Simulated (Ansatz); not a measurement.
# BeBCl2: the cost of one run

Method: DFT PBE, scalar-relativistic, plane waves, PAW, in Ansatz 0.2.0.

**1. Starting point**

It takes space group P-3m1 (No. 164, trigonal). The conventional cell has a = 3.468 Å, b = 3.468 Å, c = 11.387 Å, α = 90.00°, β = 90.00°, γ = 120.00°. Around Be (site symmetry 3m) lie 6 Cl at 2.59 Å and 1 B at 2.85 Å. Around B (site symmetry 3m) lie 6 Cl at 2.34 Å and 1 Be at 2.85 Å. Cl (site symmetry 3m) has 3 B at 2.34 Å and 3 Be at 2.59 Å in its first shell of neighbours. Cl (site symmetry -3m) has 6 Be at 2.59 Å in its first shell of neighbours. Cl (site symmetry -3m) is surrounded by 6 B at 2.34 Å.

As a file:

```
Be B Cl
1.0
     3.46846    0.00000    0.00000
    -1.73423    3.00377    0.00000
     0.00000    0.00000   11.38690
Be B Cl
2 2 4
Direct
  0.33333 0.66667 0.85629
  0.66667 0.33333 0.14371
  0.66667 0.33333 0.39371
  0.33333 0.66667 0.60629
  0.66667 0.33333 0.71257
  0.00000 0.00000 0.00000
  0.33333 0.66667 0.28743
  0.00000 0.00000 0.50000
```

Recipe of the guess: close-packed anion layers stacked ABCB|A, with sites between them filled layer by layer (P-3m1, No. 164). The dimensions are guesses.

**2. The guess as it stands, on a coarse mesh**

Input file input.yaml:

```yaml
crystal:
  lattice:
    - [3.46845886, 0.0, 0.0]
    - [-1.73422943, 3.00377349, 0.0]
    - [0.0, 0.0, 11.38689708]
  atoms:
    - { symbol: Be, position: [0.33333333, 0.66666667, 0.8562858] }
    - { symbol: Be, position: [0.66666667, 0.33333333, 0.1437142] }
    - { symbol: B, position: [0.66666667, 0.33333333, 0.3937142] }
    - { symbol: B, position: [0.33333333, 0.66666667, 0.6062858] }
    - { symbol: Cl, position: [0.66666667, 0.33333333, 0.71257161] }
    - { symbol: Cl, position: [0.0, 0.0, 0.0] }
    - { symbol: Cl, position: [0.33333333, 0.66666667, 0.28742839] }
    - { symbol: Cl, position: [0.0, 0.0, 0.5] }
basis:
  ecutwfc: 420
kpoints:
  mp_grid: { grid: [6, 6, 2] }
hamiltonian:
  xc: pbe
scf:
  occupations: { method: gaussian, width: 0.1 }
  lower_state_search: "off"
output:
  forces: true
  stress: true
  eigenvalues: true
```

Launch:

```console
ansatz run input.yaml --threads 1 --pin off --max-ram 2560MiB --backend cpu --events-out ev --progress --plain --runs-dir out
```

What time and memory should one allow on 1 thread of Intel Xeon at 2.70GHz, shared host?

About 3 s, with a peak of 0.38 GiB.
